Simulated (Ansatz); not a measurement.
# CH₆AlBOS: a ladder of functionals and wavefunction methods

An exercise on one series of results from a longer session: the logs are not shown, and one member is left open.

Method: functionals in def2-TZVPP, the program's frozen cores in correlated methods; program: Ansatz 0.2.0, Gaussian basis.

The runs, in order: PBE-D4, r2SCAN-D4, PBE0-D4, B3LYP-D4, ωB97X-V, ωB97M-V, B2PLYP; CCSD(T)/def2-TZVPP; MP2/def2-QZVPP; extrapolation to the limit.

**Structure used throughout**

An earlier PBE0-D4 in a triple-zeta def2 set relaxation fixed the geometry.

11 atoms, charge 0, spin multiplicity 1.

Atoms are counted from 1 here; the program's logs count them from 0.

Bond lengths: C1–O2 1.425 Å, C1–H6 1.090 Å, C1–H7 1.090 Å, C1–H8 1.089 Å, O2–B3 1.414 Å, O2–Al5 1.952 Å, B3–S4 1.762 Å, B3–H9 1.193 Å, S4–Al5 2.288 Å, Al5–H10 1.586 Å, Al5–H11 1.586 Å. Angles: O2–C1–H6 108.8°, O2–C1–H7 108.8°, O2–C1–H8 109.0°, H6–C1–H7 110.1°, H6–C1–H8 110.1°, H7–C1–H8 110.1°, C1–O2–B3 126.0°, C1–O2–Al5 138.2°, B3–O2–Al5 95.8°, O2–B3–S4 111.9°, O2–B3–H9 118.3°, S4–B3–H9 129.8°, B3–S4–Al5 75.8°, O2–Al5–S4 76.5°, O2–Al5–H10 106.9°, O2–Al5–H11 106.8°, S4–Al5–H10 116.9°, S4–Al5–H11 116.8° and more.

Geometry (Å):

```
atom    x (Å)    y (Å)    z (Å)
  C1  -0.6995   0.7329   1.1471
  O2  -0.1493   0.0298   0.0361
  B3  -0.8820  -0.5685  -1.0143
  S4   0.1733  -1.3481  -2.1906
 Al5   1.6108  -0.4864  -0.6328
  H6  -0.3087   1.7503   1.1463
  H7  -0.4088   0.2217   2.0648
  H8  -1.7850   0.7484   1.0548
  H9  -2.0716  -0.4856  -0.9920
 H10   2.3670   0.8531  -1.0186
 H11   2.2196  -1.5045   0.4199
```

The first run:

The input, in.yaml:

```yaml
crystal:
  periodic: [false, false, false]
  atoms:
    - {symbol: C, position_ang: [-0.699536, 0.732886, 1.147119]}
    - {symbol: O, position_ang: [-0.149308, 0.029811, 0.036060]}
    - {symbol: B, position_ang: [-0.882023, -0.568465, -1.014347]}
    - {symbol: S, position_ang: [0.173273, -1.348141, -2.190592]}
    - {symbol: Al, position_ang: [1.610764, -0.486444, -0.632788]}
    - {symbol: H, position_ang: [-0.308736, 1.750349, 1.146257]}
    - {symbol: H, position_ang: [-0.408812, 0.221655, 2.064830]}
    - {symbol: H, position_ang: [-1.784969, 0.748443, 1.054764]}
    - {symbol: H, position_ang: [-2.071647, -0.485603, -0.992037]}
    - {symbol: H, position_ang: [2.366961, 0.853065, -1.018639]}
    - {symbol: H, position_ang: [2.219633, -1.504458, 0.419872]}
basis:
  gaussian: {orbitals: def2-TZVPP}
hamiltonian: {xc: pbe, dispersion: d4}
output: {forces: true, orbitals: {seedname: orbitals}}
```

Started as:

```console
> ansatz run in.yaml --threads 4 --pin off --events-out ev --progress --plain --max-ram 10444MiB
```

Steps of the session up to this table: PBE-D4 (GGA); r2SCAN-D4 (meta-GGA); PBE0-D4 (hybrid); B3LYP-D4 (hybrid); ωB97X-V (range-separated); ωB97M-V (range-separated); B2PLYP (double hybrid); CCSD(T) in def2-TZVPP; MP2 in def2-QZVPP.

One of the session's tables, all rows but one given; the rest of the session is left out.

```
            method  atomisation energy (kcal/mol)
            PBE-D4                          957.1
         r2SCAN-D4                          953.1
           PBE0-D4                          945.1
          B3LYP-D4                          944.2
           ωB97X-V                          950.4
           ωB97M-V                          951.3
            B2PLYP                          935.1
     HF/def2-TZVPP                          710.3
    MP2/def2-TZVPP                          938.6
   CCSD/def2-TZVPP                          909.3
CCSD(T)/def2-TZVPP                          922.7
           MP2/CBS                          962.1
       CCSD(T)/CBS                              ?
```

Estimate the missing values for CCSD(T)/CBS.

The run gave: atomisation energy (kcal/mol): 946.1. In the column «atomisation energy (kcal/mol)» it lies between PBE0-D4 (945.1) and ωB97X-V (950.4).
